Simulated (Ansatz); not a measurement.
Crystal: Bi2TeSe2 (Skippenite).

```
CELL_PARAMETERS angstrom
2.09150 1.20753 9.71233
-2.09150 1.20753 9.71233
0.00000 -2.41506 9.71233
ATOMIC_POSITIONS crystal
Bi 0.60194 0.60194 0.60194
Bi 0.39806 0.39806 0.39806
Te 0.00000 0.00000 0.00000
Se 0.78840 0.78840 0.78840
Se 0.21160 0.21160 0.21160
```

- Program: Ansatz 0.2.0
- Task: relaxation of cell and atoms
- Functional: PBE
- Potentials or basis: Ansatz PAW
- Cutoff: 420 eV (not typed: the program's choice for these potentials)
- k mesh: 7 × 7 × 7
- Occupations: fermi-dirac, width 0.05 eV
- Spin: no spin polarisation

At the start: volume 29.43 Å³/atom.

Task: Where does the relaxation end?

Result: It ends after 8 steps and the volume is 33.22 Å³/atom (+12.9 %); space group R-3m (No. 166, to 0.05 Å).

The path:
| step | energy change (eV) | largest force (eV/Å) | volume (Å³) |
| --- | --- | --- | --- |
| 1 | 0.0000 | 1.8526 | 147.17 |
| 2 | -0.4706 | 0.2011 | 156.00 |
| 3 | -0.4943 | 0.0182 | 161.23 |
| 4 | -0.4974 | 0.0149 | 162.68 |
| 5 | -0.4995 | 0.0109 | 163.87 |
| 6 | -0.5002 | 0.0114 | 165.61 |
| 7 | -0.5002 | 0.0036 | 166.10 |
| 8 | -0.5028 | 0.0041 | 166.10 |

Final structure:
```
CELL_PARAMETERS angstrom
2.14028 1.23569 10.46715
-2.14028 1.23569 10.46715
0.00000 -2.47138 10.46715
ATOMIC_POSITIONS crystal
Bi 0.59861 0.59861 0.59861
Bi 0.40139 0.40139 0.40139
Te 0.00000 0.00000 0.00000
Se 0.78285 0.78285 0.78285
Se 0.21715 0.21715 0.21715
```

Caveat: the plane-wave basis is chosen anew once the cell has moved, so the energies of steps on either side of that aren't comparable.
